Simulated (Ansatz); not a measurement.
**ClF3HOTa: small, medium and large basis sets**

Aim: see how fast density functionals converge with the basis set for ClF3HOTa.

Method: one geometry, several basis sets; program: Ansatz 0.2.0, Gaussian basis.

Levels to be run: PBE0-D4/def2-SVP; ωB97M-V/def2-SVP; PBE0-D4/def2-QZVPP; ωB97M-V/def2-QZVPP; the functionals' def2-TZVPP values are taken from earlier runs.

## Step 1: The relaxed structure

The geometry comes from an earlier relaxation with PBE0-D4 in a triple-zeta def2 set; it is a stationary point, not always the lowest conformer. Ta takes the def2 core potential; no spin-orbit term is included.

SMILES `[OH][Ta]([F])([F])([F])[Cl]`, 7 atoms, charge 0, spin multiplicity 1.

Atoms are counted from 1 here; the program's logs count them from 0.

Bond lengths: O1–Ta2 1.867 Å, O1–H7 0.953 Å, Ta2–F3 1.857 Å, Ta2–F4 1.857 Å, Ta2–F5 1.883 Å, Ta2–Cl6 2.289 Å. Angles: Ta2–O1–H7 176.0°, O1–Ta2–F3 90.8°, O1–Ta2–F4 90.8°, O1–Ta2–F5 175.2°, O1–Ta2–Cl6 94.0°, F3–Ta2–F4 123.6°, F3–Ta2–F5 86.9°, F3–Ta2–Cl6 118.1°, F4–Ta2–F5 86.9°, F4–Ta2–Cl6 118.1°, F5–Ta2–Cl6 90.7°.

## Step 2: PBE0-D4 in def2-SVP

in.yaml reads:

```yaml
crystal:
  periodic: [false, false, false]
  atoms:
    - {symbol: O, position_ang: [0.071986, -1.321343, 0.711965]}
    - {symbol: Ta, position_ang: [0.002625, 0.288154, -0.230807]}
    - {symbol: F, position_ang: [1.766149, 0.076908, -0.774493]}
    - {symbol: F, position_ang: [-1.454207, -0.317451, -1.211155]}
    - {symbol: F, position_ang: [-0.039531, 1.829462, -1.311827]}
    - {symbol: Cl, position_ang: [-0.405042, 1.550384, 1.635213]}
    - {symbol: H, position_ang: [0.119421, -2.174215, 1.135303]}
basis:
  gaussian: {orbitals: def2-SVP}
hamiltonian: {xc: pbe0, dispersion: d4}
output: {orbitals: {seedname: orbitals}}
```

Command:

```sh
$ ansatz run in.yaml --threads 4 --pin off --events-out ev --progress --plain --max-ram 10444MiB
```

The runs that follow: ωB97M-V in def2-SVP; PBE0-D4 in def2-QZVPP; ωB97M-V in def2-QZVPP.

Q: Predict the results of all the runs planned. Wanted: PBE0-D4: double and triple zeta above quadruple; ωB97M-V: double and triple zeta above quadruple.

The runs gave:

| quantity | value |
| --- | --- |
| PBE0-D4: double and triple zeta above quadruple | 18.40, 0.93 eV |
| ωB97M-V: double and triple zeta above quadruple | 18.56, 0.87 eV |

In words: For PBE0-D4 the step from double to triple zeta gains 17.47 eV and the next only 0.93 eV. These are total energies; as a rule much of such shifts cancels in differences, which this series doesn't test.
